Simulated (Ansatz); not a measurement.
# The cluster CoSn₁₂+: the relaxed shape and its frontier levels

What does the cluster CoSn₁₂+ look like as a singlet, and where do its frontier electrons sit?

The runs use Ansatz 0.2.0, Gaussian basis; RKS PBE0-D4/def2-TZVP.

Plan: relaxation at PBE-D4/def2-SVP; a search for the lowest solution at PBE0-D4/def2-SVP; a single point at PBE0-D4/def2-TZVP.

3 further runs of the same task are left out: 1 that didn't finish, 2 set aside as unsound or not needed.

## (1) Where the work starts

13 atoms, charge 1, spin multiplicity 1.

Atoms are counted from 1 here; the program's logs count them from 0.

Bond lengths: Co1–Sn5 2.417 Å, Co1–Sn7 2.447 Å, Co1–Sn10 2.388 Å, Sn2–Sn4 2.663 Å, Sn2–Sn12 2.804 Å, Sn3–Sn4 2.907 Å, Sn3–Sn6 2.956 Å, Sn3–Sn8 3.081 Å, Sn3–Sn10 2.898 Å, Sn4–Sn7 2.711 Å, Sn5–Sn6 2.660 Å, Sn6–Sn8 2.869 Å, Sn6–Sn9 2.673 Å, Sn6–Sn10 2.664 Å, Sn7–Sn10 3.112 Å, Sn8–Sn9 2.866 Å and more. Angles: Sn5–Co1–Sn7 157.7°, Sn5–Co1–Sn10 79.0°, Sn7–Co1–Sn10 80.1°, Sn4–Sn2–Sn12 113.5°, Sn4–Sn3–Sn6 90.9°, Sn4–Sn3–Sn8 112.9°, Sn4–Sn3–Sn10 66.6°, Sn6–Sn3–Sn8 56.7°, Sn6–Sn3–Sn10 54.1°, Sn8–Sn3–Sn10 110.8°, Sn2–Sn4–Sn3 135.1°, Sn2–Sn4–Sn7 97.0°, Sn3–Sn4–Sn7 119.7°, Co1–Sn5–Sn6 85.7° and more.

As a file:

```xyz
13

Co   -0.9986   -2.4256    2.6376
Sn   -0.4127   -1.8445   -2.9013
Sn    2.7586   -0.0245    0.7247
Sn    1.1116   -1.9361   -0.7194
Sn   -0.8296   -0.6960    4.3175
Sn    0.4822    0.6938    2.4676
Sn   -0.3865   -3.7264    0.6580
Sn    1.5233    2.7962    0.8167
Sn   -0.3233    3.1918    2.9731
Sn    1.3096   -1.8386    2.4589
Sn   -2.4486    1.3901   -5.0395
Sn   -0.1125    0.5204   -4.3781
Sn   -1.6733    3.8993   -4.0158
```

Sn takes a core potential in the def2 sets. No spin-orbit coupling is included. The ion is computed in the gas phase, without counter-ions or solvent.

The start is a GFN2-xTB geometry.

## (2) Relaxation at PBE-D4/def2-SVP

in.yaml reads:

```yaml
crystal:
  periodic: [false, false, false]
  atoms:
    - {symbol: Co, position_ang: [-0.998620, -2.425590, 2.637580]}
    - {symbol: Sn, position_ang: [-0.412730, -1.844510, -2.901340]}
    - {symbol: Sn, position_ang: [2.758560, -0.024480, 0.724650]}
    - {symbol: Sn, position_ang: [1.111620, -1.936050, -0.719440]}
    - {symbol: Sn, position_ang: [-0.829600, -0.695970, 4.317500]}
    - {symbol: Sn, position_ang: [0.482150, 0.693790, 2.467650]}
    - {symbol: Sn, position_ang: [-0.386490, -3.726390, 0.658000]}
    - {symbol: Sn, position_ang: [1.523300, 2.796220, 0.816740]}
    - {symbol: Sn, position_ang: [-0.323320, 3.191790, 2.973100]}
    - {symbol: Sn, position_ang: [1.309650, -1.838640, 2.458930]}
    - {symbol: Sn, position_ang: [-2.448630, 1.390130, -5.039470]}
    - {symbol: Sn, position_ang: [-0.112550, 0.520360, -4.378120]}
    - {symbol: Sn, position_ang: [-1.673350, 3.899340, -4.015800]}
basis:
  gaussian: {orbitals: def2-SVP}
total_charge: 1
hamiltonian: {xc: pbe, dispersion: d4}
scf: {lower_state_search: "off"}
output: {orbitals: {seedname: orbitals}}
relax: {f_tol: 0.03, max_steps: 70}
```

Command:

```bash
> ansatz run in.yaml --threads 2 --pin off --events-out ev --progress --plain --max-ram 32768MiB --backend cuda --devices 0, --max-vram 18GiB
```

The runs that follow: Searching for the lowest solution, PBE0-D4/def2-SVP; Single point, PBE0-D4/def2-TZVP.

**Question.** What will the summary of the whole plan be? Wanted: point group; near neighbours of the metal; HOMO, LUMO at PBE0-D4/def2-TZVP; charge on the metal.

The runs gave:

| quantity | value |
| --- | --- |
| point group | C1 |
| near neighbours of the metal | Sn 3.14, Sn 2.73, Sn 2.44, Sn 2.48, Sn 2.38, Sn 2.94, Sn 2.52 Å |
| HOMO, LUMO at PBE0-D4/def2-TZVP | -8.08, -6.20 eV |
| charge on the metal (Mulliken, PBE0-D4/def2-TZVP) | -0.60 e |

**Reading.** The relaxation broke 5 and made 18 bonds, so the end is another structure than the start. The metal has 7 near neighbours by the distance rule, from 2.38 to 3.14 Å. No usable vibrations, so a minimum isn't proven. Whether this spin is the lowest isn't tested here. The point group is read from a loosely relaxed geometry; soft torsions can leave it below the true symmetry.
